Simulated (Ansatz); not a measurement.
# F2GeH2: the cost of one run

Program: Ansatz 0.2.0 through its Python package. The levels of theory stand in the script. These are calculated values, not measurements.

## Step 1: Starting point

Bond lengths: F1–Ge2 1.742 Å, Ge2–F3 1.784 Å, Ge2–H4 1.542 Å, Ge2–H5 1.555 Å. Angles: F1–Ge2–F3 111.3°, F1–Ge2–H4 109.4°, F1–Ge2–H5 109.2°, F3–Ge2–H4 110.9°, F3–Ge2–H5 109.7°, H4–Ge2–H5 106.2°.

The script holds or builds the structure itself.

## Step 2: Script

File cas.py:

```python
"""Active-space calculation on F2GeH2."""

import ansatz as az

config = {
    "basis": "def2-SVP",
}

geometry_ang = [
    ("F", (-0.5733, 0.2203, 1.6017)),
    ("Ge", (0.028, -0.0341, -0.0137)),
    ("F", (-1.025, 0.7401, -1.2278)),
    ("H", (0.154, -1.5472, -0.2806)),
    ("H", (1.4661, 0.5472, -0.1209)),
]
geometry = az.Crystal.molecule()
for symbol, xyz in geometry_ang:
    geometry = geometry.atom(symbol, xyz)

calculation = (
    geometry.calculation()
    .basis(gaussian=config["basis"])
    .correlation(active_electrons=2, active_orbitals=2)
)
for method in [None, "sc_nevpt2"]:
    r = (calculation if method is None else calculation.correlation(method)).run(threads=1).report
    space = r["configurations"]
    state = space["states"][0]
    print(method or "casscf", f"total {r['free_energy_ev'] / 27.211386246:.6f} Ha, active-space state {state['energy']['hartree']:.6f} Ha, mean field {r['reference_energy_ev'] / 27.211386246:.6f} Ha")
    print("  determinants", state["n_determinants"], " natural occupations", [round(n, 3) for n in space["natural_occupations"]])
```

## Step 3: What the engine is handed

The package turns the script's settings into the engine's input (first run):

```yaml
crystal:
  periodic: [false, false, false]
  atoms:
    - { symbol: F, position_ang: [-0.5733, 0.2203, 1.6017] }
    - { symbol: Ge, position_ang: [0.028, -0.0341, -0.0137] }
    - { symbol: F, position_ang: [-1.025, 0.7401, -1.2278] }
    - { symbol: H, position_ang: [0.154, -1.5472, -0.2806] }
    - { symbol: H, position_ang: [1.4661, 0.5472, -0.1209] }
basis:
  gaussian:
    orbitals: def2-SVP
correlation:
  active_space:
    window:
      electrons: 2
      orbitals: 2
```

## Step 4: The run

Started as:

```bash
$ python cas.py
```

Q: Estimate wall time and peak memory on 1 thread of Arm Neoverse V2, shared host.

About 7.1 s, with a peak of 0.2 GiB.
